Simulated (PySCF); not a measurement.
# Ta3: relaxation and vibrations of the sextet

Aim: relax Ta3 as a sextet from a equilateral triangle start, check by its vibrations whether the end is a minimum, and collect its spectrum and constants.

The runs use PySCF 2.14.0; PBE0, basis Ta def2-TZVP with ECP60, scalar-relativistic core potentials, no spin–orbit coupling, density fitting.

## 1. Where the work starts

3 atoms, charge 0, spin multiplicity 6.

Bond lengths: Ta1–Ta2 2.920 Å, Ta1–Ta3 2.920 Å, Ta2–Ta3 2.920 Å. Angles: Ta2–Ta1–Ta3 60.0°, Ta1–Ta2–Ta3 60.0°, Ta1–Ta3–Ta2 60.0°.

Coordinates in bohr (charge 0 multiplicity 6):
```
Ta    1.5929   -2.7590    0.0000
Ta   -3.1858    0.0000    0.0000
Ta    1.5929    2.7590    0.0000
```

## 2. Finding the electronic state

The steps below are one call of a driver around PySCF. For each, scf.py gives the equivalent set-up of the SCF; relaxations use the driver's own optimiser. After this first run the driver tries any further starts and a stability analysis.

scf.py reads:

```python
from pyscf import gto, scf, dft
mol = gto.M(atom='''
Ta     0.842930    -1.460000     0.000000
Ta    -1.685860     0.000000     0.000000
Ta     0.842930     1.460000     0.000000''',
    basis={'Ta': 'def2-TZVP'},
    ecp={'Ta': 'def2-TZVP'},
    charge=0, spin=5)
mf = dft.UKS(mol, xc='PBE0')
mf.grids.atom_grid = (50, 194)
aux = {'Ta': 'def2-universal-JKFIT'}
mf = mf.density_fit(auxbasis=aux)
mf.conv_tol = 1e-08
mf.diis_space = 10
mf.max_cycle = 60
mf.init_guess = 'minao'
mf.verbose = 4
mf.kernel()
```

Launch:

```console
> OMP_NUM_THREADS=4 python axn.py task.json out
```

The runs that follow: Equilateral triangle start, sextet: relaxation; Vibrations and properties at this point.

Before running it: what results should come out? Wanted: minimum; geometry; wavenumbers; dipole moment; highest occupied, lowest empty level; polar-tensor charge of Ta1; zero-point energy; atomisation energy; ⟨S²⟩.

The runs gave:

```
                                          quantity                                    value
                                           minimum                              sextet, D3h
                                          geometry  Ta–Ta 2.480 Å (×3); Ta–Ta–Ta 60.0° (×3)
                                wavenumbers (cm⁻¹)                      181 (e'), 260 (a1')
                                     dipole moment                                   0.00 D
highest occupied, lowest empty level (either spin)                          -4.32, -1.99 eV
                        polar-tensor charge of Ta1                                  -0.00 e
                                 zero-point energy                               3.7 kJ/mol
                               entropy at 298.15 K                          344.0 J/(mol K)
         atomisation energy (no zero-point energy)                               763 kJ/mol
                                              ⟨S²⟩                                    8.765
```

The molecule stays D3h, as typed, and the end point is a minimum. In the infrared the band at 181 cm⁻¹ (e') leads. Other starts or spin states, not run here, may lie lower. One determinant may miss the lowest occupation of an open d or f shell. Spin–orbit coupling, left out here, can matter for elements this heavy.
